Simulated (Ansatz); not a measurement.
**Ca2As2Pt (element-swapped structure): how the settings move a single-point run**

How sensitive is a single-point run of Ca2As2Pt (element-swapped structure) to its settings? A reference run comes first, then four runs with altered input.

Computed with Ansatz 0.2.0 (reference: DFT PBE, plane waves, PAW, scalar-relativistic, no spin polarisation, unless a step's input says otherwise).

**1. The starting structure**

Symmetry: I4/mmm, No. 139, tetragonal system. The conventional cell has a = 4.455 Å, b = 4.455 Å, c = 10.519 Å, α = 90.00°, β = 90.00°, γ = 90.00°. Around Pt (site symmetry 4/mmm) lie 8 As at 3.38 Å and 8 Ca at 3.45 Å. Ca (site symmetry -4m2) has 4 As at 2.64 Å as nearest neighbours. Around As (site symmetry 4mm) lie 1 As at 2.44 Å and 4 Ca at 2.64 Å and 4 Pt at 3.38 Å.

Structure file:

```
Pt Ca As
1.0
     0.00000    4.45512    0.00000
     4.45512    0.00000    0.00000
     2.22756    2.22756   -5.25961
Pt Ca As
1 2 2
Cartesian
  0.0000 0.0000 0.0000
  2.2276 4.4551 -2.6298
  4.4551 2.2276 -2.6298
  2.2276 2.2276 -1.2181
  4.4551 4.4551 -4.0415
```

**2. Reference**

Contents of input.yaml:

```yaml
crystal:
  lattice:
    - [0.0, 4.455122, 0.0]
    - [4.455122, 0.0, 0.0]
    - [2.227561, 2.227561, -5.259609]
  atoms:
    - { symbol: Pt, position: [0.0, 0.0, 0.0] }
    - { symbol: Ca, position: [0.75, 0.25, 0.5] }
    - { symbol: Ca, position: [0.25, 0.75, 0.5] }
    - { symbol: As, position: [0.3842, 0.3842, 0.2316] }
    - { symbol: As, position: [0.6158, 0.6158, 0.7684] }
  symmetry: { tolerance: 0.0003 }
kpoints:
  mp_grid: { grid: [5, 5, 5], shift: [0, 0, 0] }
magnetization:
  spin_polarized: false
scf:
  occupations: { method: cold, width: 0.1129 }
hamiltonian:
  pseudopotentials: { kind: paw }
  xc: pbe
basis:
  ecutwfc: 420
output:
  forces: true
  stress: true
  eigenvalues: true
  write_density: true
  write_potential: true
  elf: true
  volumetric_format: npy
```

On the command line:

```
$ ansatz run input.yaml --threads 1 --pin off --max-ram 2560MiB --backend cpu --events-out ev --progress --plain --runs-dir out
```

The program printed (excerpt; [...] marks lines left out):

```text
Warning: RAYON_NUM_THREADS=1 ignored (pool sized by the plan → 1); use --threads N
[...]
Pseudopotentials: kind: paw
Pseudopotential: Pt, paw, valence charge 18, recommended cutoff 420 eV (normal), Pt.paw.azcp
Pseudopotential: Ca, paw, valence charge 10, recommended cutoff 420 eV (normal), Ca.paw.azcp
Pseudopotential: As, paw, valence charge 15, recommended cutoff 420 eV (normal), As.paw.azcp
Functional definition: PBE
[...]
Crystal: 5 atoms, lattice volume = 104.393 Å³
Basis set: ecut = 420 eV, 2065 PW (Γ), exchange–correlation on 60×60×90 points (8 copies of the dense FFT grid, shifted against one another)
Bands: 41, of which v1, the nominal top of the filled ones, is band 34 counted from 1 (33 counted from 0)
Symmetry: 16 space group operations
Space group: I4/mmm (ITA 139), of the structure as read, at distance tolerance 1.4e-3 Å
k-points: 18 of 125
[...]
SCF iter   1: F=—  HF=-25867.921963 eV  |F-HF|=—  |Δ(HF+E_count)|=         —  Δρ=4.48e-3  dr2=2.21e-2  ethr=1.77e-3  ⟨swp⟩=8.5  Hψ=3194  notcnv=0
[...]
SCF iter   8: F=-25867.919658 eV  HF=-25867.919658 eV  |F-HF|=9.55e-9  |Δ(HF+E_count)|=   3.94e-8  S|Δr|=    0.00e0  Δρ=4.51e-6  dr2=3.69e-8  ethr=1.47e-10  ⟨swp⟩=10.6  Hψ=4914  notcnv=0
[...]
SCF converged after 8 iterations
Stability not checked: this state was not tested for a lower state beside it, because cold or Methfessel-Paxton smearing, or corrected tetrahedra, fill the levels in a way that the test cannot read (fill_not_monotonic; see scf.lower_state_search)
Free energy (F): -25867.919658 eV
[...]
E sigma→0 (E₀):  -25867.921375 eV
Entropy (-TS):   0.005150 eV (1.030 meV/atom)
Fermi energy:    11.395246 eV
[...]
--- Forces (eV/Å), atoms counted from 1 ---
  atom   1  Pt    -0.00000000    -0.00000000     0.00000000
  atom   2  Ca     0.00000000     0.00000000    -0.00000000
  atom   3  Ca     0.00000000     0.00000000     0.00000000
  atom   4  As     0.00000000     0.00000000     3.52745593
  atom   5  As     0.00000000     0.00000000    -3.52745593
[...]
--- Stress (GPa, compression-positive) ---
       19.203308       0.000000       0.000000
        0.000000      19.203308       0.000000
        0.000000       0.000000       5.511237
  P = ⅓ Tr σ = 14.6393 GPa (146.393 kbar)
--- Band table (eV; the first three rows and the last of 18) ---
[...]
```

Run time: 10 s. Hardware: 1 thread of Arm Neoverse N1, shared host; peak memory 0.39 GiB.

**3. Changing settings: xc lda**

Edit input.yaml of step 2 so:

```diff
@@ -20,3 +20,3 @@
   pseudopotentials: { kind: paw }
-  xc: pbe
+  xc: lda
 basis:
@@ -27,5 +27 @@
   eigenvalues: true
-  write_density: true
-  write_potential: true
-  elf: true
-  volumetric_format: npy
```

On the command line:

```
$ ansatz run input.yaml --threads 1 --pin off --max-ram 2560MiB --backend cpu --events-out ev --progress --plain --runs-dir out
```

The program printed (excerpt; [...] marks lines left out):

```text
Warning: RAYON_NUM_THREADS=1 ignored (pool sized by the plan → 1); use --threads N
[...]
[... 4 set-up lines as earlier in the session ...]
Functional definition: SPW92
[...]
Crystal: 5 atoms, lattice volume = 104.393 Å³
Basis set: ecut = 420 eV, 2065 PW (Γ)
Bands: 41, of which v1, the nominal top of the filled ones, is band 34 counted from 1 (33 counted from 0)
[... 2 set-up lines as earlier in the session ...]
k-points: 18 of 125
[...]
SCF iter   1: F=—  HF=-25336.892293 eV  |F-HF|=—  |Δ(HF+E_count)|=         —  Δρ=9.17e-3  dr2=8.28e-2  ethr=1.77e-3  ⟨swp⟩=8.9  Hψ=3194  notcnv=0
[...]
SCF converged after 8 iterations
Stability not checked: this state was not tested for a lower state beside it, because cold or Methfessel-Paxton smearing, or corrected tetrahedra, fill the levels in a way that the test cannot read (fill_not_monotonic; see scf.lower_state_search)
Free energy (F): -25336.875260 eV
[...]
E sigma→0 (E₀):  -25336.877706 eV
Entropy (-TS):   0.007337 eV (1.467 meV/atom)
Fermi energy:    11.049816 eV
[...]
--- Forces (eV/Å), atoms counted from 1 ---
  atom   1  Pt    -0.00000000    -0.00000000     0.00000000
  atom   2  Ca     0.00000000     0.00000000     0.00000000
  atom   3  Ca     0.00000000     0.00000000     0.00000000
  atom   4  As     0.00000000     0.00000000     3.41302989
  atom   5  As     0.00000000     0.00000000    -3.41302989
[...]
--- Stress (GPa, compression-positive) ---
       12.771069       0.000000       0.000000
        0.000000      12.771069       0.000000
        0.000000       0.000000      -1.234518
  P = ⅓ Tr σ = 8.1025 GPa (81.025 kbar)
--- Band table (eV; the first three rows and the last of 18) ---
[...]
```

Run time: 7.7 s. Hardware: 1 thread of Arm Neoverse N1, shared host; peak memory 0.37 GiB.

A change of functional puts the total energy on another scale; the pressure goes from 14.6 to 8.1 GPa and the largest force goes from 3.53 to 3.41 eV/Å. At this fixed cell a lower pressure means that this functional prefers a smaller volume than the reference.

**4. Changing settings: ecutwfc 18.4 Ry**

Edit input.yaml of step 2 so:

```diff
@@ -22,3 +22,3 @@
 basis:
-  ecutwfc: 420
+  ecutwfc: "18.4 Ry"
 output:
@@ -27,5 +27 @@
   eigenvalues: true
-  write_density: true
-  write_potential: true
-  elf: true
-  volumetric_format: npy
```

On the command line:

```
$ ansatz run input.yaml --threads 1 --pin off --max-ram 2560MiB --backend cpu --events-out ev --progress --plain --runs-dir out
```

The program printed (excerpt; [...] marks lines left out):

```text
Warning: basis.ecutwfc = 250.34475346308957 eV is below the records' recommended 420 eV, and the density's cutoff is lower with it unless basis.ecutrho_ratio is high enough to keep the records' density cutoff: compare with a run at a higher cutoff
Warning: RAYON_NUM_THREADS=1 ignored (pool sized by the plan → 1); use --threads N
[...]
[... 5 set-up lines as earlier in the session ...]
[...]
Crystal: 5 atoms, lattice volume = 104.393 Å³
Basis set: ecut = 250.34475346308957 eV, 925 PW (Γ), exchange–correlation on 48×48×64 points (8 copies of the dense FFT grid, shifted against one another)
Bands: 41, of which v1, the nominal top of the filled ones, is band 34 counted from 1 (33 counted from 0)
[... 1 set-up line as earlier in the session ...]
[...]
SCF iter   7: F=-25864.784239 eV  HF=-25864.784239 eV  |F-HF|=1.42e-8  |Δ(HF+E_count)|=   2.38e-7  S|Δr|=    0.00e0  Δρ=6.56e-6  dr2=5.70e-8  ethr=1.47e-10  ⟨swp⟩=7.3  Hψ=2855  notcnv=0
[...]
SCF converged after 7 iterations
Stability not checked: this state was not tested for a lower state beside it, because cold or Methfessel-Paxton smearing, or corrected tetrahedra, fill the levels in a way that the test cannot read (fill_not_monotonic; see scf.lower_state_search)
Free energy (F): -25864.784239 eV
[...]
E sigma→0 (E₀):  -25864.786125 eV
Entropy (-TS):   0.005657 eV (1.131 meV/atom)
Fermi energy:    11.391770 eV
[...]
--- Forces (eV/Å), atoms counted from 1 ---
  atom   1  Pt    -0.00000000    -0.00000000     0.00000000
  atom   2  Ca     0.00000000     0.00000000     0.00000000
  atom   3  Ca     0.00000000     0.00000000     0.00000000
  atom   4  As     0.00000000     0.00000000     3.52443280
  atom   5  As     0.00000000     0.00000000    -3.52443280
[...]
--- Stress (GPa, compression-positive) ---
       19.278683       0.000000       0.000000
        0.000000      19.278683       0.000000
        0.000000       0.000000       5.765163
  P = ⅓ Tr σ = 14.7742 GPa (147.742 kbar)
--- Band table (eV; the first three rows and the last of 18) ---
[...]
```

It took 3.8 s on 1 thread of Arm Neoverse N1, shared host; peak memory 0.33 GiB.

Changing the cutoff moves the energy by +627.1 meV/atom. The lower cutoff gives the higher energy: the smaller basis describes the state less well. The log warns that the cutoff is under what these potentials recommend, so the shift is basis error. These settings are too coarse to quote as the system's properties.

**5. Variant: occupations.width 0.01, hubbard.sites [{species: Pt, l: d, u_eff: 2.0}], hubbard.double_counting amf, accuracy high**

Edit input.yaml of step 2 so:

```diff
@@ -17,3 +17,3 @@
 scf:
-  occupations: { method: cold, width: 0.1129 }
+  occupations: { method: cold, width: 0.01 }
 hamiltonian:
@@ -21,2 +21,3 @@
   xc: pbe
+  hubbard: { sites: [{ species: Pt, l: d, u_eff: 2.0 }], double_counting: amf }
 basis:
@@ -27,5 +28,2 @@
   eigenvalues: true
-  write_density: true
-  write_potential: true
-  elf: true
-  volumetric_format: npy
+accuracy: high
```

On the command line:

```
$ ansatz run input.yaml --threads 1 --pin off --max-ram 2560MiB --backend cpu --events-out ev --progress --plain --runs-dir out
```

The program printed (excerpt; [...] marks lines left out):

```text
Warning: RAYON_NUM_THREADS=1 ignored (pool sized by the plan → 1); use --threads N
Pt: projections on atomic orbitals take those of the free atom [Kr 4d10 4f14] 5s2 5p6 5d9 6s1, of charge +0.00 (hamiltonian.pseudopotentials.projection_atoms); the dataset's partial waves leave at most 9.1e-5 of an orbital's norm unspanned inside its sphere
Ca: projections on atomic orbitals take those of the free atom [Ne] 3s2 3p6 4s2, of charge +0.00 (hamiltonian.pseudopotentials.projection_atoms); the dataset's partial waves leave at most 2.9e-7 of an orbital's norm unspanned inside its sphere
As: projections on atomic orbitals take those of the free atom [Ar] 3d10 4s2 4p3, of charge +0.00 (hamiltonian.pseudopotentials.projection_atoms); the dataset's partial waves leave at most 1.7e-6 of an orbital's norm unspanned inside its sphere
[...]
[... 1 set-up line as earlier in the session ...]
[...]
Free energy (F): -25867.932329 eV
[...]
E sigma→0 (E₀):  -25867.932265 eV
Entropy (-TS):   -0.000192 eV (-0.038 meV/atom)
Fermi energy:    11.381621 eV
[...]
DFT+U double counting: amf (around mean field; hamiltonian.hubbard.double_counting)
--- Forces (eV/Å), atoms counted from 1 ---
  atom   1  Pt    -0.00000000     0.00000000     0.00000000
  atom   2  Ca     0.00000000     0.00000000     0.00000000
  atom   3  Ca     0.00000000     0.00000000     0.00000000
  atom   4  As     0.00000000    -0.00000000     3.55116355
  atom   5  As     0.00000000    -0.00000000    -3.55116355
[...]
--- Stress (GPa, compression-positive) ---
       19.256678       0.000000       0.000000
        0.000000      19.256678       0.000000
        0.000000       0.000000       5.400127
  P = ⅓ Tr σ = 14.6378 GPa (146.378 kbar)
--- Band table (eV; the first three rows and the last of 18) ---
[...]
Occupation matrices written to <dir>
```

Wall time 18 s (1 thread of Arm Neoverse N1, shared host); peak memory 0.45 GiB.

Changing the smearing, Hubbard U and accuracy level moves the energy by -2.2 meV/atom (σ→0 values), and the largest force goes from 3.53 to 3.55 eV/Å. The U term adds an energy of its own, so the shift says nothing about which run is better.

**6. Variant: starting moments, spin_polarized true**

Contents of input.yaml:

```yaml
crystal:
  lattice:
    - [0.0, 4.455122, 0.0]
    - [4.455122, 0.0, 0.0]
    - [2.227561, 2.227561, -5.259609]
  atoms:
    - { symbol: Pt, position: [0.0, 0.0, 0.0], spin: 3.0 }
    - { symbol: Ca, position: [0.75, 0.25, 0.5], spin: 2.0 }
    - { symbol: Ca, position: [0.25, 0.75, 0.5], spin: 3.0 }
    - { symbol: As, position: [0.3842, 0.3842, 0.2316], spin: 3.0 }
    - { symbol: As, position: [0.6158, 0.6158, 0.7684], spin: 3.0 }
  symmetry: { tolerance: 0.0003 }
kpoints:
  mp_grid: { grid: [5, 5, 5], shift: [0, 0, 0] }
magnetization:
  spin_polarized: true
scf:
  occupations: { method: cold, width: 0.1129 }
hamiltonian:
  pseudopotentials: { kind: paw }
  xc: pbe
basis:
  ecutwfc: 420
output:
  forces: true
  stress: true
  eigenvalues: true
```

On the command line:

```
$ ansatz run input.yaml --threads 1 --pin off --max-ram 2560MiB --backend cpu --events-out ev --progress --plain --runs-dir out
```

The program printed (excerpt; [...] marks lines left out):

```text
Warning: where an SCF of this run starts from atoms to list the orders of its open shells, Pt (site 0, from 0) starts with 1.00 μB on its 5d shell and 1.00 μB on its 6s shell, in the place of the 3.00 μB that the deck gives it: its open shells can hold no more by Hund's first rule. To [...]
Warning: RAYON_NUM_THREADS=1 ignored (pool sized by the plan → 1); use --threads N
[...]
[... 5 set-up lines as earlier in the session ...]
[...]
Crystal: 5 atoms, lattice volume = 104.393 Å³
Basis set: ecut = 420 eV, 2065 PW (Γ), exchange–correlation on 60×60×90 points (8 copies of the dense FFT grid, shifted against one another)
Bands: 50, of which v1, the nominal top of the filled ones, is band 34 counted from 1 (33 counted from 0)
Symmetry: 8 space group operations
Space group: I-4m2 (ITA 119), of the structure as read, at distance tolerance 1.4e-3 Å
[...]
WARN: the starting moments were not kept: the SCF closed with an absolute magnetisation of 2.4e-5 μB, where they sum to 14 μB in size (5 sites). That is at most 0.1 of that sum. Measured as dr2_m measures the in/out step, that magnetisation stands 6.7e-11 eV from none, at or under the [...]
Spin contamination: 0.0000 ħ² per cell (⟨S²⟩ above its minimum at these occupations)
Per-site moments (μB) at R_I (Å): [(-9.671378392114152e-6, 1.3932419161088636), (-8.206063626664053e-7, 1.0878482788429926), (-8.143818866861396e-7, 1.0878482788429926), (-3.0770601408210045e-6, 1.00495349163), (-3.077060140645004e-6, 1.00495349163)]
Free energy (F): -25867.919658 eV
[...]
E sigma→0 (E₀):  -25867.921375 eV
Entropy (-TS):   0.005149 eV (1.030 meV/atom)
Fermi energy:    11.395249 eV
Step filling:    the computed levels leave a gap of 0.0000 eV = 0.0 smearing widths at the electron count; against every level under it full and every level over it empty, smearing changes F+E_penalty+E_count by +3.987 meV and its σ→0 estimate by +2.271 meV
[...]
--- Forces (eV/Å), atoms counted from 1 ---
  atom   1  Pt     0.00000000     0.00000000     0.00000000
  atom   2  Ca    -0.00000000     0.00000000     0.00000000
  atom   3  Ca     0.00000000     0.00000000     0.00000000
  atom   4  As    -0.00000000     0.00000000     3.52739711
  atom   5  As     0.00000000    -0.00000000    -3.52739711
[...]
--- Stress (GPa, compression-positive) ---
       19.202852       0.000000       0.000000
        0.000000      19.202852       0.000000
        0.000000       0.000000       5.511250
  P = ⅓ Tr σ = 14.6390 GPa (146.390 kbar)
--- Band table (eV; the first three rows and the last of 36) ---
[...]
```

It took 55 s on 1 thread of Arm Neoverse N1, shared host; peak memory 0.44 GiB.

With the changed spin polarisation the energy stays within 0.5 meV/atom: no moment survives, so both runs end on the same non-magnetic state.

**7. Comparison**

| run | ending | energy change | pressure (GPa) | gap (eV) | force (eV/Å) | cycles | time |
| --- | --- | --- | --- | --- | --- | --- | --- |
| reference | converged | 0 | 14.6 | 0.00 | 3.53 | 8 | 10 s |
| 1: xc lda | converged | not comparable | 8.1 | 0.00 | 3.41 | 8 | 7.7 s |
| 2: ecutwfc 18.4 Ry | converged | +627.1 meV/atom | 14.8 | 0.00 | 3.52 | 7 | 3.8 s |
| 3: occupations.width 0.01, hubbard.sites [{species: Pt, l: d, u_eff: 2.0}], hubbard.double_counting amf, accuracy high | converged | -2.2 meV/atom (σ→0) (U changed: no physical gain or loss) | 14.6 | 0.00 | 3.55 | 15 | 18 s |
| 4: starting moments, spin_polarized true | converged | 0.0 meV/atom | 14.6 | 0.00 | 3.53 | 15 | 55 s |

Times don't compare one to one where runs were asked for different outputs or read a saved state (see the inputs); cycles may leave out searches for a lower state.

Residual by cycle in the longest SCF loop of each run; runs are numbered as in the table. The quantity is the density residual dr2, in eV.

| cycle | reference | run 1 | run 2 | run 3 | run 4 |
| --- | --- | --- | --- | --- | --- |
| 1 | 0.0221 | 0.0828 | 0.252 | 445 | 89 |
| 2 | 0.00858 | 0.0257 | 0.062 | 70.9 | 31.2 |
| 4 | 1.4e-4 | 9.5e-5 | 1.9e-4 | 2.53 | 0.167 |
| 5 | 1.3e-5 | 1.9e-5 | 6.2e-6 | 0.857 | 0.0234 |
| 6 | 3.2e-6 | 3.4e-6 | 1.3e-6 | 0.328 | 0.00642 |
| 7 | 7.5e-7 | 4.7e-7 | 5.7e-8 | 0.0478 | 0.00136 |
| 9 | - | - | - | 1.6e-4 | 4.7e-5 |
| 10 | - | - | - | 1.5e-5 | 3.2e-4 |
| 11 | - | - | - | 4.6e-6 | 4.2e-4 |
| 12 | - | - | - | 5.9e-8 | 2.6e-5 |
| 14 | - | - | - | 1.3e-10 | 6.4e-8 |
| 15 | - | - | - | 1.3e-11 | 5.8e-9 |

Of the converged runs whose energies compare with the reference's, «ecutwfc 18.4 Ry» moves the energy most (+627.1 meV/atom). Run 2 ran under the cutoff that the potentials recommend, as the log warns, so basis error is mixed into its values. A changed U is a change of model: its shifts are not errors of convergence. Of the variants the dearest is «starting moments, spin_polarized true» (55 s), the cheapest «ecutwfc 18.4 Ry» (3.8 s), on a shared host. The structure is not at rest: the sound run finds 15 GPa, so these are no properties of the relaxed crystal. 

The reference has limits of its own: its mesh is coarse for a cell with so small a gap or none; the structure is made up and not relaxed.
